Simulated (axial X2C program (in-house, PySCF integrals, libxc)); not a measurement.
# A two-component session on MnC: properties at the nuclei

Wanted for MnC: properties at the nuclei, at the two-component level.

The runs use an in-house X2C program for linear molecules on PySCF integrals; two-component X2C with atomic mean-field terms, Mn dyall-acv3z, C dyall-av3z.

All values are calculated.

### 1 Input

task.json reads:

```json
{"zs": [25, 6], "q": 0, "bas": ["dyall-acv3z", "dyall-av3z"], "r0": 1.72, "levels": ["PBE0", "HF", "B3LYP"], "nst": 1, "ff": 1, "thr": -3.5, "nmax": 130, "opt": {"ecut": 60}}
```

Keys: zs atomic numbers; q charge; bas basis sets; r0 starting distance in Å; levels methods (HF also brings MP2); nst determinants followed; ff finite-field run; thr threshold in hartree for freezing inner shells (an s shell follows its p shell); nmax most natural virtual spinors; ecut virtual cutoff in hartree.

On the command line:

```sh
$ python soeom.py task.json out
```

Nuclei are Gaussian, cores are contracted, and the Gaunt term is on.

### 2 Expectation values, lowest determinant

R = 1.755 Å. State: Ω = 3/2 (excess of +ω over −ω: ω = 1/2, ω = -3/2, ω = 5/2).

Output of the PBE0 run:

```text
two-component X2C + atomic mean field  PBE0
basis functions 182  fitting functions 971  grid points 5076
iter        total energy     max residual
   1      -1189.620780729     4.57e+00
   2      -1191.758934314     4.21e+00
   3      -1193.357025105     3.49e+00
   4      -1195.037455527     2.32e+00
   5      -1195.840879995     2.14e-01
   6      -1195.898230991     2.24e-01
   7      -1195.920217079     2.54e-01
   8      -1195.949198119     4.17e-01
   9      -1195.964279719     1.87e-01
  10      -1195.980096871     8.83e-02
  11      -1195.992504908     4.55e-02
  12      -1195.996621068     8.83e-02
  13      -1195.999920289     3.84e-02
  14      -1196.002132454     2.52e-02
  15      -1196.003242629     1.72e-02
  16      -1196.004098363     1.31e-02
  17      -1196.004909784     1.54e-02
  18      -1196.005354210     1.85e-02
  19      -1196.005687581     8.66e-03
  20      -1196.005828397     7.92e-03
  21      -1196.005906458     5.11e-03
  22      -1196.005942343     3.88e-03
  23      -1196.005963216     1.55e-03
  24      -1196.005973504     1.66e-03
  25      -1196.005979236     1.27e-03
  26      -1196.005982239     6.45e-04
  27      -1196.005984050     5.10e-04
  28      -1196.005985165     4.18e-04
  29      -1196.005985846     2.70e-04
  30      -1196.005986210     2.04e-04
  31      -1196.005986445     1.38e-04
  32      -1196.005986560     1.18e-04
  33      -1196.005986601     7.79e-05
  34      -1196.005986606     5.20e-05
  35      -1196.005986619     5.15e-05
  36      -1196.005986623     4.05e-05
  37      -1196.005986625     1.88e-05
  38      -1196.005986626     1.48e-05
  39      -1196.005986626     5.15e-06
converged
one-electron -1736.05223620  Coulomb 552.80345338  exact exchange -14.11234268  xc functional -43.57046324  nuclear repulsion 45.22882145  atomic mean-field constant -0.30321932
```

The highest occupied spinor is 40% Mn s, 29% C p, 21% Mn p.

| level | Eeff magnitude (GV/cm) | Ws magnitude Mn (kHz) | A∥/gI Mn (MHz) | qzz Mn (a.u.) | A∥/gI C (MHz) | qzz C (a.u.) | μ (D) |
| --- | --- | --- | --- | --- | --- | --- | --- |
| PBE0 | 0.764 | 0.222 | 729 | -1.20 | 15.5 | -0.31 | -2.90 |
| HF | 1.18 | 0.328 | 440 | -2.12 | -45.5 | -0.16 | -1.53 |
| B3LYP | 0.668 | 0.195 | 775 | -1.11 | 8.9 | -0.37 | -3.09 |

Eeff is the effective electric field on the electron dipole moment in this Ω state and Ws the scalar–pseudoscalar constant (defined with the proton number Z and per Ω); A∥ is the parallel hyperfine constant, which follows by multiplying with the nuclear g factor gI = μI/(I μN); qzz is the electric field gradient, eQq0 = 234.96 MHz × Q/barn × qzz; μ is positive if C is the positive end. The operators were transformed with the bare-nucleus X2C matrices.

### 3 Finite-field coupled cluster

Output:

```text
two-component X2C + atomic mean field  HF
basis functions 182  fitting functions 971  grid points 5076
iter        total energy     max residual
   1      -1194.772551434     2.05e-01
   2      -1194.833232435     2.21e-02
   3      -1194.854654501     9.21e-02
   4      -1194.862482614     1.63e-02
   5      -1194.863945035     4.15e-03
   6      -1194.864821584     8.41e-03
   7      -1194.864948261     3.49e-03
   8      -1194.864994823     4.17e-04
   9      -1194.864996877     3.23e-04
  10      -1194.864997270     4.96e-05
  11      -1194.864997294     1.16e-05
  12      -1194.864997298     7.20e-06
  13      -1194.864997298     2.87e-06
  14      -1194.864997298     2.41e-06
  15      -1194.864997298     2.44e-06
  16      -1194.864997298     8.78e-07
converged
one-electron -1735.39035168  Coulomb 552.35469392  exact exchange -56.75494166  xc functional 0.00000000  nuclear repulsion 45.22882145  atomic mean-field constant -0.30321932
correlated 19  virtual 303  natural virtual 130  E(MP2) -0.615431239  MP2 remainder -0.023788542
iter   CCSD correlation   residual
   1     -0.582036339   1.42e-01
   2     -0.596861273   7.71e-02
   3     -0.605373079   5.00e-02
   4     -0.608489964   3.16e-02
   5     -0.611007324   1.75e-02
   6     -0.611699854   8.34e-03
   7     -0.611779158   4.21e-03
   8     -0.611871672   2.43e-03
   9     -0.611837846   1.31e-03
  10     -0.611875280   5.81e-04
  11     -0.611869397   2.55e-04
  12     -0.611877036   1.18e-04
  13     -0.611874589   6.25e-05
  14     -0.611873243   3.23e-05
  15     -0.611871822   1.88e-05
  16     -0.611871002   9.87e-06
  17     -0.611870653   5.26e-06
  18     -0.611870505   3.13e-06
  19     -0.611870354   1.76e-06
  20     -0.611870386   9.67e-07
  21     -0.611870349   5.33e-07
  22     -0.611870359   2.49e-07
(T) -0.022481052  T1 0.0636  D1 0.1474  max T2 0.052
```

T1 in the output is the amplitude norm over the root of the electron number; divide by √2 for the Lee–Taylor value.

19 electrons correlated in 130 natural virtual spinors, MP2 remainder added; T1 = 0.045.

| level | Eeff magnitude (GV/cm) | Ws magnitude Mn (kHz) | A∥/gI Mn (MHz) | qzz Mn (a.u.) | A∥/gI C (MHz) | μ (D) |
| --- | --- | --- | --- | --- | --- | --- |
| HF | 1.18 | 0.328 | 440 | -2.12 | -45.5 | -1.53 |
| MP2 | 1.24 | 0.348 | 627 | -1.56 | -10.3 | -2.11 |
| CCSD | 1.07 | 0.3 | 590 | -1.26 | 1.32 | -2.23 |
| CCSD(T) | 1 | 0.28 | 593 | -1.07 | 4.67 | -2.27 |

### 4 Results

```
                       quantity                                                       value
             lowest determinant  Ω = 3/2 (excess of +ω over −ω: ω = 1/2, ω = -3/2, ω = 5/2)
   Eeff magnitude (GV/cm), PBE0                                                       0.764
    Ws magnitude Mn (kHz), PBE0                                                       0.222
           A∥/gI Mn (MHz), PBE0                                                         729
            qzz Mn (a.u.), PBE0                                                       -1.20
Eeff magnitude (GV/cm), CCSD(T)                                                           1
 Ws magnitude Mn (kHz), CCSD(T)                                                        0.28
        A∥/gI Mn (MHz), CCSD(T)                                                         593
         qzz Mn (a.u.), CCSD(T)                                                       -1.07
```

In the first state, the effective field runs from 0.668 to 1.18 GV/cm over the mean-field levels. The expectation values come from single determinants, which for open shells can mix terms of unlike spin or miss the lowest Ω, so a determinant need not be a state. Eeff is the effective electric field on the electron dipole moment in this Ω state and Ws the scalar–pseudoscalar constant (defined with the proton number Z and per Ω); A∥ is the parallel hyperfine constant, which follows by multiplying with the nuclear g factor gI = μI/(I μN); qzz is the electric field gradient, eQq0 = 234.96 MHz × Q/barn × qzz; μ is positive if C is the positive end. The operators were transformed with the bare-nucleus X2C matrices. Correlation of the inner shells is missing, which matters for properties at the nucleus.
